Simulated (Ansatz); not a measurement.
# Al23N24: the cost of one run

Program: Ansatz 0.2.0. Level of theory: DFT, PBE, plane-wave PAW, default files, scalar-relativistic, as far as a step names no other. These are calculated values, not measurements.

The COD entry's cell or inner coordinates are ideal or old and differ from later refinements, so a difference from it is no clean test against experiment.

### 1 The structure to begin with

It takes space group P1 (No. 1, triclinic). Conventional cell: a = 6.226 Å, b = 8.236 Å, c = 9.962 Å, α = 90.00°, β = 90.00°, γ = 100.89°. Around Al (site symmetry 1) lie 4 N at 1.89 Å. Only part of the 47 independent sites is listed.

Coordinates:

```xyz
47
Lattice="9.3390 0.0000 0.0000 -3.1130 5.3919 0.0000 0.0000 0.0000 9.9620" Properties=species:S:1:pos:R:3 pbc="T T T"
Al    0.0000    1.7973    4.9810
Al   -1.5565    4.4932    0.0000
Al   -1.5565    4.4932    4.9810
Al    3.1130    1.7973    0.0000
Al    3.1130    1.7973    4.9810
Al    1.5565    4.4932    0.0000
Al    1.5565    4.4932    4.9810
Al    6.2260    1.7973    0.0000
Al    6.2260    1.7973    4.9810
Al    4.6695    4.4932    0.0000
Al    4.6695    4.4932    4.9810
Al    1.5565    0.8986    2.4905
Al    1.5565    0.8986    7.4715
Al    0.0000    3.5946    2.4905
Al    0.0000    3.5946    7.4715
Al    4.6695    0.8986    2.4905
Al    4.6695    0.8986    7.4715
Al    3.1130    3.5946    2.4905
Al    3.1130    3.5946    7.4715
Al    7.7825    0.8986    2.4905
Al    7.7825    0.8986    7.4715
Al    6.2260    3.5946    2.4905
Al    6.2260    3.5946    7.4715
N     0.0000    1.7973    1.8928
N     0.0000    1.7973    6.8738
N    -1.5565    4.4932    1.8928
N    -1.5565    4.4932    6.8738
N     3.1130    1.7973    1.8928
N     3.1130    1.7973    6.8738
N     1.5565    4.4932    1.8928
N     1.5565    4.4932    6.8738
N     6.2260    1.7973    1.8928
N     6.2260    1.7973    6.8738
N     4.6695    4.4932    1.8928
N     4.6695    4.4932    6.8738
N     1.5565    0.8986    4.3833
N     1.5565    0.8986    9.3643
N     0.0000    3.5946    4.3833
N     0.0000    3.5946    9.3643
N     4.6695    0.8986    4.3833
N     4.6695    0.8986    9.3643
N     3.1130    3.5946    4.3833
N     3.1130    3.5946    9.3643
N     7.7825    0.8986    4.3833
N     7.7825    0.8986    9.3643
N     6.2260    3.5946    4.3833
N     6.2260    3.5946    9.3643
```

The vacant site is at (0.111, 0.333, 0.000) in fractional coordinates of the input's cell.

### 2 First run, atoms as given

input.yaml

```yaml
crystal:
  lattice:
    - [9.339, 0.0, 0.0]
    - [-3.113, 5.391874164, 0.0]
    - [0.0, 0.0, 9.962]
  atoms:
    - { symbol: Al, position: [0.1111111111, 0.3333333334, 0.5] }
    - { symbol: Al, position: [0.1111111111, 0.8333333334, 0.0] }
    - { symbol: Al, position: [0.1111111111, 0.8333333334, 0.5] }
    - { symbol: Al, position: [0.4444444444, 0.3333333334, 0.0] }
    - { symbol: Al, position: [0.4444444444, 0.3333333334, 0.5] }
    - { symbol: Al, position: [0.4444444444, 0.8333333334, 0.0] }
    - { symbol: Al, position: [0.4444444444, 0.8333333334, 0.5] }
    - { symbol: Al, position: [0.7777777778, 0.3333333334, 0.0] }
    - { symbol: Al, position: [0.7777777778, 0.3333333334, 0.5] }
    - { symbol: Al, position: [0.7777777778, 0.8333333334, 0.0] }
    - { symbol: Al, position: [0.7777777778, 0.8333333334, 0.5] }
    - { symbol: Al, position: [0.2222222222, 0.1666666666, 0.25] }
    - { symbol: Al, position: [0.2222222222, 0.1666666666, 0.75] }
    - { symbol: Al, position: [0.2222222222, 0.6666666666, 0.25] }
    - { symbol: Al, position: [0.2222222222, 0.6666666666, 0.75] }
    - { symbol: Al, position: [0.5555555556, 0.1666666666, 0.25] }
    - { symbol: Al, position: [0.5555555556, 0.1666666666, 0.75] }
    - { symbol: Al, position: [0.5555555556, 0.6666666666, 0.25] }
    - { symbol: Al, position: [0.5555555556, 0.6666666666, 0.75] }
    - { symbol: Al, position: [0.8888888889, 0.1666666666, 0.25] }
    - { symbol: Al, position: [0.8888888889, 0.1666666666, 0.75] }
    - { symbol: Al, position: [0.8888888889, 0.6666666666, 0.25] }
    - { symbol: Al, position: [0.8888888889, 0.6666666666, 0.75] }
    - { symbol: "N", position: [0.1111111111, 0.3333333334, 0.19] }
    - { symbol: "N", position: [0.1111111111, 0.3333333334, 0.69] }
    - { symbol: "N", position: [0.1111111111, 0.8333333334, 0.19] }
    - { symbol: "N", position: [0.1111111111, 0.8333333334, 0.69] }
    - { symbol: "N", position: [0.4444444444, 0.3333333334, 0.19] }
    - { symbol: "N", position: [0.4444444444, 0.3333333334, 0.69] }
    - { symbol: "N", position: [0.4444444444, 0.8333333334, 0.19] }
    - { symbol: "N", position: [0.4444444444, 0.8333333334, 0.69] }
    - { symbol: "N", position: [0.7777777778, 0.3333333334, 0.19] }
    - { symbol: "N", position: [0.7777777778, 0.3333333334, 0.69] }
    - { symbol: "N", position: [0.7777777778, 0.8333333334, 0.19] }
    - { symbol: "N", position: [0.7777777778, 0.8333333334, 0.69] }
    - { symbol: "N", position: [0.2222222222, 0.1666666666, 0.44] }
    - { symbol: "N", position: [0.2222222222, 0.1666666666, 0.94] }
    - { symbol: "N", position: [0.2222222222, 0.6666666666, 0.44] }
    - { symbol: "N", position: [0.2222222222, 0.6666666666, 0.94] }
    - { symbol: "N", position: [0.5555555556, 0.1666666666, 0.44] }
    - { symbol: "N", position: [0.5555555556, 0.1666666666, 0.94] }
    - { symbol: "N", position: [0.5555555556, 0.6666666666, 0.44] }
    - { symbol: "N", position: [0.5555555556, 0.6666666666, 0.94] }
    - { symbol: "N", position: [0.8888888889, 0.1666666666, 0.44] }
    - { symbol: "N", position: [0.8888888889, 0.1666666666, 0.94] }
    - { symbol: "N", position: [0.8888888889, 0.6666666666, 0.44] }
    - { symbol: "N", position: [0.8888888889, 0.6666666666, 0.94] }
total_charge: -3
kpoints:
  mp_grid: { grid: [3, 4, 2] }
scf:
  occupations: { method: fermi_dirac, width: 0.01 }
hamiltonian:
  xc: pbe
  pseudopotentials: { kind: paw }
output:
  forces: true
  stress: true
  populations: true
  efg:
    quadrupole_moments_barn: { Al: 0.1466, "N": 0.02044 }
    contact_densities: true
  write_density: true
  write_potential: true
  elf: true
  volumetric_format: npy
```

On the command line:

```console
> ansatz run input.yaml --threads 1 --pin off --max-ram 3072MiB --backend cpu --events-out ev --progress --plain --runs-dir out
```

Q: Estimate wall time and peak memory on 1 thread of Arm Neoverse V1, shared host.

About 3.4 min, with a peak of 1.2 GiB.
